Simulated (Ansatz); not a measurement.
**CHGaN (quartet): wave-function methods side by side, cc-pVDZ**

One table from this session's results is given with a row withheld; the runs are named, their logs left out.

Program: Ansatz 0.2.0, Gaussian basis. Level of theory: cc-pVDZ, core rule «outside noble gas», up to 16 orbitals frozen. These are calculated values, not measurements.

The runs, in order: UHF; CCSD(T) on ROHF; CCSD(T) on UHF; BCCD(T) on ROHF; CISD as a restricted active space (open shells left free, so some higher excitations enter); CCSDT(Q) on ROHF; CCSDT(Q) on UHF.

31 further runs of the same task are left out: 5 for a known fault of the program, 18 that didn't finish, 8 set aside as unsound or not needed. Runs told in other sessions of the task aren't counted.

## The system

The geometry is a PBE0/def2-TZVP stationary point (not a proven minimum). No spin-orbit coupling is included. The filled d shell of Ga may be among the frozen orbitals whatever the setting's name suggests.

4 atoms, charge 0, spin multiplicity 4.

Atoms are counted from 1 here; the program's logs count them from 0.

Bond lengths: C1–N2 1.205 Å, C1–H4 1.088 Å, N2–Ga3 1.781 Å. Angles: N2–C1–H4 136.7°, C1–N2–Ga3 172.1°.

Set-up of the first run:

Contents of in.yaml:

```yaml
crystal:
  periodic: [false, false, false]
  atoms:
    - {symbol: C, position_ang: [-0.000013, -0.230756, 0.823313]}
    - {symbol: N, position_ang: [0.000044, -0.079578, -0.372411]}
    - {symbol: Ga, position_ang: [0.000002, -0.100506, -2.152825]}
    - {symbol: H, position_ang: [-0.000033, 0.410841, 1.701924]}
basis:
  gaussian: {orbitals: cc-pVDZ}
magnetization: {spin_polarized: true, initial_magnetization: 3}
hamiltonian: {xc: hf}
output: {orbitals: {seedname: orbitals}}
```

On the command line:

```bash
ansatz run in.yaml --threads 1 --pin off --events-out ev --progress --plain --max-ram 2393MiB
```

Among the steps run: UHF; CCSD(T) on ROHF; CCSD(T) on UHF; BCCD(T) on ROHF; CISD as a restricted active space (open shells left free, so some higher excitations enter); CCSDT(Q) on ROHF; CCSDT(Q) on UHF.

One table of the session follows, with a row left open; its other results are not shown here.

```
   method  from RCCSDT(Q) (meV)
     ROHF               +9468.7
      UHF               +9143.6
     RMP2               +1059.6
     UMP2               +1216.4
    RCCSD                +499.2
    UCCSD                +453.6
 RCCSD(T)                 +85.8
 UCCSD(T)                 +67.7
  BCCD(T)                 +76.5
   RCCSDT                     ?
   UCCSDT                 +25.5
RCCSDT(Q)                     0
UCCSDT(Q)                 -23.6
```

Estimate the missing values for RCCSDT.

As computed: from RCCSDT(Q) (meV): +49.9. In the column «from RCCSDT(Q) (meV)» it lies between UCCSDT (+25.5) and UCCSD(T) (+67.7).

Not comparable, so not listed: CISD as a restricted active space (open shells left free, so some higher excitations enter) (they don't share determinant, frozen orbitals or solution with the rows shown, or repeat one).

To keep in mind: Warnings: spin contamination; large T1 diagnostic. Restricted and unrestricted rows rest on different reference determinants; a gap between their highest levels can come from leftover correlation error, from unlike frozen cores or from another state.
